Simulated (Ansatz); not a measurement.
Born–Oppenheimer molecular dynamics of a periodic cell of 20 atoms, In8BAs8Cl3 (surface InAs(110), adsorbate BCl3). It goes on from the last frame of an earlier run, with new velocities.

These are results of DFT PBE, scalar-relativistic, plane waves, PAW (Ansatz), not measurements. Settings: accuracy low, PAW set soft_1, cutoff 420 eV, k mesh 1x2x1, fermi-dirac smearing 0.1 eV, no spin polarisation.

```yaml
ensemble: NVT, Langevin thermostat
time_step: 1.5 fs
steps_asked: 230
set_temperature: 1000 K
friction: 0.05 /fs
atoms_held: 2, 3, 5, 8
seed: 572693
```

First frame:

```xyz
20
Lattice="8.6368 0.0000 0.0000 0.0000 6.1071 0.0000 0.0000 0.0000 19.4776" Properties=species:S:1:pos:R:3
In -0.019 4.858 3.216
As 0.000 0.000 1.000
In 2.159 1.527 1.000
As 6.497 3.437 3.050
In 6.478 1.527 1.000
As 2.341 3.561 2.940
In 4.567 5.182 3.431
As 4.318 0.000 1.000
In 4.256 4.702 7.109
As 4.184 0.542 5.525
In 6.557 1.978 5.439
As 2.100 3.105 7.741
In 2.138 2.139 5.281
As 6.648 3.403 7.767
In -0.014 4.905 7.252
As 0.084 0.552 5.183
B 5.757 4.090 10.929
Cl 4.271 4.859 10.265
Cl 5.307 2.626 11.912
Cl 7.349 4.704 11.181
```

Problem. What does the run give?

Solution. All steps were run.

| Property | Result |
| --- | --- |
| steps done | 230 |
| time covered | 345 fs |
| mean temperature over the second half | 966 K |
| spread of the potential energy over the second half | 10.9 meV per atom |
| mean potential energy of the second half above the start | 25.6 meV per atom |

A run of 0.34 ps of so small a system gives no equilibrium averages. Limits of this set-up: coarse k mesh, slab without dipole correction, no dispersion correction for a molecule that may bind weakly, low accuracy level.

Problem. What happens to the structure?

Solution. Mean squared displacements from the first frame to the last: In 0.09 Å², As 0.13 Å², B 0.15 Å², Cl 0.45 Å². This is one draw of velocities; another would differ in detail.

Problem. How do temperature and energy run in time?

Solution. 
```json
{"time (fs)": "0", "T (K)": "1000", "potential energy less start (eV)": "0.000"}
{"time (fs)": "10.5", "T (K)": "896", "potential energy less start (eV)": "-0.001"}
{"time (fs)": "21", "T (K)": "1148", "potential energy less start (eV)": "-0.207"}
{"time (fs)": "31.5", "T (K)": "805", "potential energy less start (eV)": "-0.143"}
{"time (fs)": "42", "T (K)": "1053", "potential energy less start (eV)": "0.042"}
{"time (fs)": "52.5", "T (K)": "1512", "potential energy less start (eV)": "0.182"}
{"time (fs)": "63", "T (K)": "922", "potential energy less start (eV)": "0.403"}
{"time (fs)": "73.5", "T (K)": "942", "potential energy less start (eV)": "0.580"}
{"time (fs)": "84", "T (K)": "758", "potential energy less start (eV)": "0.818"}
{"time (fs)": "94.5", "T (K)": "760", "potential energy less start (eV)": "1.251"}
{"time (fs)": "105", "T (K)": "1083", "potential energy less start (eV)": "0.847"}
{"time (fs)": "115.5", "T (K)": "955", "potential energy less start (eV)": "0.532"}
{"time (fs)": "126", "T (K)": "1034", "potential energy less start (eV)": "0.241"}
{"time (fs)": "136.5", "T (K)": "751", "potential energy less start (eV)": "0.172"}
{"time (fs)": "147", "T (K)": "937", "potential energy less start (eV)": "0.234"}
{"time (fs)": "157.5", "T (K)": "712", "potential energy less start (eV)": "0.228"}
{"time (fs)": "168", "T (K)": "1052", "potential energy less start (eV)": "0.233"}
{"time (fs)": "178.5", "T (K)": "1095", "potential energy less start (eV)": "0.446"}
{"time (fs)": "189", "T (K)": "661", "potential energy less start (eV)": "0.516"}
{"time (fs)": "199.5", "T (K)": "804", "potential energy less start (eV)": "0.476"}
{"time (fs)": "210", "T (K)": "1020", "potential energy less start (eV)": "0.224"}
{"time (fs)": "220.5", "T (K)": "940", "potential energy less start (eV)": "0.228"}
{"time (fs)": "231", "T (K)": "1003", "potential energy less start (eV)": "0.232"}
{"time (fs)": "241.5", "T (K)": "974", "potential energy less start (eV)": "0.269"}
{"time (fs)": "252", "T (K)": "1029", "potential energy less start (eV)": "0.457"}
{"time (fs)": "262.5", "T (K)": "1128", "potential energy less start (eV)": "0.472"}
{"time (fs)": "273", "T (K)": "949", "potential energy less start (eV)": "0.449"}
{"time (fs)": "283.5", "T (K)": "654", "potential energy less start (eV)": "0.703"}
{"time (fs)": "294", "T (K)": "1177", "potential energy less start (eV)": "0.948"}
{"time (fs)": "304.5", "T (K)": "921", "potential energy less start (eV)": "0.801"}
{"time (fs)": "315", "T (K)": "841", "potential energy less start (eV)": "0.701"}
{"time (fs)": "325.5", "T (K)": "983", "potential energy less start (eV)": "0.702"}
{"time (fs)": "336", "T (K)": "1358", "potential energy less start (eV)": "0.649"}
```

Run time: 37 min on 2 threads of Arm Neoverse V1, with other jobs on the host, peak memory 1.9 GiB.
